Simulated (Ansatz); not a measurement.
# Cl3HSi: the cost of one run

Program: Ansatz 0.2.0, Gaussian basis. Level of theory: PBE0-D4/def2-TZVP structures, single points in def2-TZVPP, no counterpoise correction. These are calculated values, not measurements.

Levels: SPW92, PBE-D4, BLYP-D4, r2SCAN-D4, B97M-V, PBE0-D4, B3LYP-D4, r2SCAN0-D4, BHLYP-D4, CAM-B3LYP-D4, wB97X-V, wB97M-V, B2PLYP, PBE-QIDH, RPA on PBE, Hartree-Fock, MP2, CCSD, CCSD(T).

Correlated methods freeze the cores. Orbitals are unrestricted. B3LYP uses VWN-RPA correlation. B2PLYP carries no dispersion term here.

94 further runs of the same task are left out: 94 set aside as unsound or not needed.

### Step 1. Starting geometry

The complex: 18 atoms, charge 0, spin multiplicity 2.

Atoms are counted from 1 here; the program's logs count them from 0.

Bond lengths: H1–Si6 1.477 Å, Si2–C3 1.869 Å, Si2–C4 1.866 Å, Si2–C5 1.869 Å, C3–H10 1.092 Å, C3–H11 1.095 Å, C3–H12 1.091 Å, C4–H13 1.095 Å, C4–H14 1.092 Å, C4–H15 1.092 Å, C5–H16 1.093 Å, C5–H17 1.091 Å, C5–H18 1.095 Å, Si6–Cl7 2.056 Å, Si6–Cl8 2.070 Å, Si6–Cl9 2.056 Å. Angles: C3–Si2–C4 113.0°, C3–Si2–C5 111.9°, C4–Si2–C5 113.0°, Si2–C3–H10 111.2°, Si2–C3–H11 110.1°, Si2–C3–H12 111.1°, H10–C3–H11 107.8°, H10–C3–H12 108.3°, H11–C3–H12 108.2°, Si2–C4–H13 110.3°, Si2–C4–H14 110.9°, Si2–C4–H15 110.9°, H13–C4–H14 108.2°, H13–C4–H15 108.2°, H14–C4–H15 108.3°, Si2–C5–H16 111.2°, Si2–C5–H17 111.1°, Si2–C5–H18 110.1° and more.

As a file:

```
atom     x (Å)     y (Å)     z (Å)
  H1   2.13854  -0.63942   0.85087
 Si2  -0.28891  -0.00852  -0.35629
  C3   0.70693   0.81546  -1.70611
  C4  -1.90252   0.86067  -0.00806
  C5  -0.49820  -1.83998  -0.66386
 Si6   1.46830   0.09527   1.94266
 Cl7   1.21329   2.11762   1.67594
 Cl8   2.90945   0.02261   3.42720
 Cl9  -0.13195  -0.83507   2.83685
 H10   1.69199   0.35426  -1.80850
 H11   0.19093   0.71849  -2.66746
 H12   0.84630   1.87792  -1.49916
 H13  -2.55588   0.81437  -0.88590
 H14  -1.73350   1.91112   0.23605
 H15  -2.42329   0.39301   0.82959
 H16   0.46954  -2.33866  -0.75551
 H17  -1.05212  -2.31424   0.14817
 H18  -1.04892  -2.00492  -1.59628
```

Its parts: SiHCl₃ holds atoms 1, 6, 7, 8, 9; C₃H₉Si radical holds atoms 2, 3, 4, 5, 10, 11, 12, 13, 14, 15, 16, 17, 18. Each part counts its atoms afresh in its own runs.

### Step 2. Relaxing SiHCl₃ alone

Input file relax-a/in.yaml:

```yaml
crystal:
  periodic: [false, false, false]
  atoms:
    - {symbol: H, position_ang: [2.138539, -0.639424, 0.850870]}
    - {symbol: Si, position_ang: [1.468297, 0.095271, 1.942662]}
    - {symbol: Cl, position_ang: [1.213291, 2.117624, 1.675942]}
    - {symbol: Cl, position_ang: [2.909451, 0.022613, 3.427201]}
    - {symbol: Cl, position_ang: [-0.131949, -0.835073, 2.836851]}
basis:
  gaussian: {orbitals: def2-TZVP}
hamiltonian: {xc: pbe0, dispersion: d4}
relax: {f_tol: 0.005, max_steps: 200}
```

Run with:

```
$ ansatz run in.yaml --threads 11 --pin off --events-out ev --progress --plain --max-ram 174080MiB --backend cuda --devices 0, --max-vram 75GiB
```

Q: Estimate wall time and peak memory on 1 × NVIDIA H100 with 11 threads of AMD EPYC 7R13, shared host.

About 7.5 s, with a peak of 1.2 GiB on the host.
